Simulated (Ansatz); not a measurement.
Working through a rigid scan of one bond length of CH6BrNSi, SMILES C[SiH](N)Br

With the Ansatz DFT code, driven from Python.

Input file `ch6brnsi.xyz`:
```text
10

C    -0.87870    0.96600   -0.42700
Si   -0.09030   -0.55890    0.01690
N     1.48160   -0.29910    0.50710
Br    0.07830   -1.90770   -1.71460
H    -0.41230    1.51360   -1.27840
H    -0.96210    1.72140    0.40520
H    -1.93270    0.83470   -0.75250
H    -0.71590   -1.21670    1.14090
H     1.52440    0.09350    1.50710
H     1.99080   -1.19790    0.59830
```

Run as a notebook:

**Cell 1**
```python
from dataclasses import dataclass

import ansatz as az
import numpy as np
```

**Cell 2**
```python
@dataclass(frozen=True)
class Options:
    basis: str = "def2-SVP"
    method: str = "mp2"
```

**Cell 3**
```python
settings = Options()
```

**Cell 4**
```python
ch6brnsi = az.Crystal.molecule_from_extxyz("ch6brnsi.xyz")
```

**Cell 5**
```python
symbols = [site.symbol for site in ch6brnsi.cartesian_sites]
start = np.array([site.position_ang for site in ch6brnsi.cartesian_sites])
axis = (start[4] - start[0]) / np.linalg.norm(start[4] - start[0])
moving = [4]
lengths, energies = [0.981, 1.025, 1.07, 1.115, 1.159, 1.204, 1.248, 1.315], []
for length in lengths:
    xyz = start.copy()
    xyz[moving] += (length - np.linalg.norm(start[4] - start[0])) * axis
    point = az.Crystal.molecule()
    for symbol, place in zip(symbols, xyz):
        point = point.atom(symbol, place.tolist())
    calculation = point.calculation()
    calculation = calculation.basis(gaussian=settings.basis).correlation(settings.method)
    summary = calculation.run(threads=1, pin="off").report
    energies.append(summary["free_energy_ev"])
    print(f"r = {length:6.3f} A  E = {energies[-1]:.5f} eV  <S^2> = {abs(summary['mean_field']['state']['spin_squared']):.3f}")
```
Output:
```text
r =  0.981 A  E = -80474.65751 eV  <S^2> = 0.000
r =  1.025 A  E = -80474.85502 eV  <S^2> = 0.000
r =  1.070 A  E = -80474.95127 eV  <S^2> = 0.000
r =  1.115 A  E = -80474.96395 eV  <S^2> = 0.000
r =  1.159 A  E = -80474.91358 eV  <S^2> = 0.000
r =  1.204 A  E = -80474.81254 eV  <S^2> = 0.000
r =  1.248 A  E = -80474.67672 eV  <S^2> = 0.000
r =  1.315 A  E = -80474.41924 eV  <S^2> = 0.000
```

**Cell 6**
```python
# quartic fit about the minimum
fit = np.polynomial.Polynomial.fit(lengths, np.array(energies) - min(energies), 4).convert()
roots = [r.real for r in fit.deriv().roots() if abs(r.imag) < 1e-9 and fit.deriv(2)(r.real) > 0]
r_e = min(roots, key=lambda r: abs(r - lengths[int(np.argmin(energies))]))
print(f"minimum of the fit at {r_e:.4f} A, force constant {fit.deriv(2)(r_e):.2f} eV/A^2")
```
Output:
```text
minimum of the fit at 1.0999 A, force constant 34.96 eV/A^2
```

What to keep in mind:
- Total energies depend on the basis set; only differences at equal settings carry meaning.
- The rest of the molecule is held rigid at a force-field or estimated start geometry, and the basis set is modest; single-reference methods fail as a bond breaks.
- The orbitals are restricted, so S² is zero by construction.
- S² is that of the Hartree-Fock reference.
- The whole script took 20 s on 1 thread of Arm Neoverse V1, with other jobs on the host, peak memory 0.28 GiB.

(Lines on the test bed's own set-up are left out of the output.)
